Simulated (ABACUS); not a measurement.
Runs of ABACUS 3.10.1 on Ta3AsAu2O13. The typed cell holds 19 atoms: a = 5.724 Å, b = 6.389 Å, c = 8.473 Å, α = 80.92°, β = 88.19°, γ = 78.31°. The cell was built by a generator and needn't be a form met in nature.

```csv
cell,gap on the mesh (eV),pressure (GPa),largest force (eV/Å)
atoms relaxed from: cell strained by -0.03 along c,1.30,1.8,0.01
atoms relaxed from: cell strained by +0.03 along c,1.03,-1.5,0.01
atoms relaxed from: cell strained by -0.06 along c,(a),3.9,0.01
atoms relaxed,1.18,0.0,0.01
atoms relaxed from: cell strained by +0.06 along c,(b),-2.6,0.01
```

Alike in all rows: task relaxation of the atoms; level PBE; potentials or basis PseudoDojo NC SR 0.4.1 PBE standard, DZP LCAO (the cutoffs set its grid); no spin polarisation; k mesh 4 × 4 × 3; cutoff (eV) 1361; smearing fermi-dirac 0.05 eV.

Estimate the missing entries.

(a) 1.41; (b) 0.86.

Caveats: the atomic orbitals were generated for these runs and aren't a published set; spin-orbit coupling is left out, which moves the levels of the heavy elements; an odd mesh through Γ misses points on the zone boundary, where band edges often lie; the basis of atomic orbitals isn't converged, which shifts pressures, moduli and gaps.

A k mesh can miss the band edges, and the runs leave out spin-orbit coupling on As, Au, Ta.
